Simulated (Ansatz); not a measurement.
# AlSn: the cost of one run

Method: DFT PBEsol, scalar-relativistic, plane waves, PAW, in Ansatz 0.2.0.

## 1. Starting point

The structure is hexagonal, space group P-6m2 (No. 187). Conventional cell: a = 4.198 Å, b = 4.198 Å, c = 3.307 Å, α = 90.00°, β = 90.00°, γ = 120.00°. Al (site symmetry -6m2) has 6 Sn at 2.93 Å and 2 Al at 3.31 Å as nearest neighbours. Around Sn (site symmetry -6m2) lie 6 Al at 2.93 Å and 2 Sn at 3.31 Å.

As a file:

```cif
data_structure
_symmetry_space_group_name_H-M 'P 1'
_symmetry_Int_Tables_number 1
_cell_length_a 4.1981
_cell_length_b 4.1981
_cell_length_c 3.3068
_cell_angle_alpha 90.000
_cell_angle_beta 90.000
_cell_angle_gamma 120.000
_cell_volume 50.47
loop_
_atom_site_label
_atom_site_type_symbol
_atom_site_fract_x
_atom_site_fract_y
_atom_site_fract_z
_atom_site_occupancy
Al1 Al 0.00000 0.00000 0.00000 1
Sn1 Sn 0.33333 0.66667 0.50000 1
```

The structure comes from the Materials Project (structure only).

## 2. A distortion that keeps the symmetry

What differs from the listed cell: strain xx, yy, zz, yz, xz, xy = -3.0, -3.0, +0.0, +0.0, +0.0, +0.0 %.

Contents of input.yaml:

```yaml
crystal:
  lattice:
    - [4.0705671671, 0.0, 0.0]
    - [-2.0352835835, 3.5252145745, 0.0]
    - [0.0, 0.0, 3.3055903981]
  atoms:
    - { symbol: Al, position: [0.0, 0.0, 0.0] }
    - { symbol: Sn, position: [0.33333333, 0.66666667, 0.5] }
basis:
  ecutwfc: 420
kpoints:
  mp_grid: { grid: [12, 12, 12] }
hamiltonian:
  xc: pbesol
scf:
  occupations: { method: gaussian, width: 0.1 }
output:
  forces: true
  stress: true
  eigenvalues: true
```

On the command line:

```bash
$ ansatz run input.yaml --threads 1 --pin off --max-ram 1331MiB --backend cpu --events-out ev --progress --plain --runs-dir out
```

Q: Estimate wall time and peak memory on 1 thread of an x86-64 CPU, shared host.

About 14 s, with a peak of 0.41 GiB.
